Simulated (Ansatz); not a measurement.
# Sn: the cost of one run

Program: Ansatz 0.2.0. Level of theory: DFT PBEsol, scalar-relativistic. These are calculated values, not measurements.

## (1) The system as given

The structure is tetragonal, space group I4/mmm (No. 139). Conventional cell: a = 3.181 Å, b = 3.181 Å, c = 5.831 Å, α = 90.00°, β = 90.00°, γ = 90.00°. Sn (site symmetry 4/mmm) has 4 Sn at 3.18 Å as nearest neighbours.

Coordinates:

```cif
data_structure
_symmetry_space_group_name_H-M 'I4/mmm'
_symmetry_Int_Tables_number 139
_cell_length_a 3.1815
_cell_length_b 3.1815
_cell_length_c 5.8313
_cell_angle_alpha 90.000
_cell_angle_beta 90.000
_cell_angle_gamma 90.000
_cell_volume 59.02
loop_
_atom_site_label
_atom_site_type_symbol
_atom_site_symmetry_multiplicity
_atom_site_Wyckoff_symbol
_atom_site_fract_x
_atom_site_fract_y
_atom_site_fract_z
_atom_site_occupancy
Sn1 Sn 2 a 0.00000 0.00000 0.00000 1
```

The file gives the conventional cell by its symmetry; the runs use the cell typed in the input.

## (2) The deformed structure

Space group I4/mmm before, I4/mmm after.

## (3) LAPW, all electrons

The input, input.yaml:

```yaml
crystal:
  lattice:
    - [-1.622565, 1.622565, 2.91565]
    - [1.622565, -1.622565, 2.91565]
    - [1.622565, 1.622565, -2.91565]
  atoms:
    - { symbol: Sn, position: [0.0, 0.0, 0.0] }
kpoints:
  mp_grid: { grid: [18, 18, 18] }
  band_path:
    path:
      - [0.0, 0.0, 0.0]
      - [0.0, 0.0, 0.5]
      - [0.25, 0.25, 0.25]
      - [0.0, 0.5, 0.0]
      - [0.0, 0.0, 0.0]
      - [0.5, 0.5, -0.5]
      - [0.3274236136, 0.6725763864, -0.3274236136]
      - [-0.3274236136, 0.3274236136, 0.3274236136]
      - [0.0, 0.0, 0.0]
    npoints: 5
scf:
  occupations: { method: fermi_dirac, width: 0.03 }
hamiltonian:
  xc: pbesol
  pseudopotentials: { kind: all_electron, lapw: { basis_error: 0.001 } }
output:
  forces: true
  stress: true
  eigenvalues: true
```

The run is started by

```console
ansatz run input.yaml --threads 1 --pin off --max-ram 3072MiB --backend cpu --events-out ev --progress --plain --runs-dir out
```

Q: Estimate wall time and peak memory on 1 thread of Arm Neoverse V1, shared host.

About 33 s, with a peak of 0.51 GiB.
